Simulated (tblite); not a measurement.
# C6H9BN2: the cost of one run

The runs use tblite 0.8.0 and PySCF 2.14.0, with density-fitted response routines of our own; the level of theory stands in each step. All values are computed, except where a source is named. Atoms are numbered from 0 throughout.

## Step 1: Starting geometry

18 atoms, charge 0, multiplicity 1; geometry from: force field or distance geometry start.

Bonds of the start (Å): C0–C1 1.36, C1–C2 1.49, C2–B3 1.56, B3–C4 1.62, C4–C5 1.48, C5–N6 1.16, B3–N7 1.50, N7–C8 1.27, C0–H9 1.07, C0–H10 1.09, C1–H11 1.10, C2–H12 1.11, C2–H13 1.11, C4–H14 1.11, C4–H15 1.10, C8–H16 1.07, C8–H17 1.09.

## Step 2: Relaxing the molecule with GFN2-xTB

The job: settings as JSON, then the geometry in Å.

```
{"job": {"kind": "relax", "xc": "GFN2-xTB", "basis": "xTB"}, "charge": 0, "multiplicity": 1}
C      2.947100     0.210500    -0.089300
C      1.835600    -0.517500    -0.369000
C      0.631700     0.174800    -0.908000
B     -0.613900     0.010100     0.023400
C     -1.117100    -1.486200     0.373000
C     -2.326800    -1.688400    -0.453700
N     -3.278300    -1.852400    -1.104800
N     -1.645100     1.094800     0.074600
C     -1.558900     2.136200    -0.652900
H      3.838200    -0.223200     0.311700
H      2.937400     1.288300    -0.268300
H      1.846700    -1.596200    -0.176100
H      0.432000    -0.177400    -1.938700
H      0.918400     1.246900    -0.960300
H     -0.362200    -2.229400     0.058600
H     -1.371800    -1.593500     1.437200
H     -0.761400     2.346900    -1.340100
H     -2.360200     2.862300    -0.558600
```

Command:

```
> OMP_NUM_THREADS=1 python probes_run.py task.json out
```

The driver reads the jobs from task.json and runs them one after another.

**Question.** How long does this first job take on 1 thread of Arm Neoverse N1, shared host?

About 2.4 s.
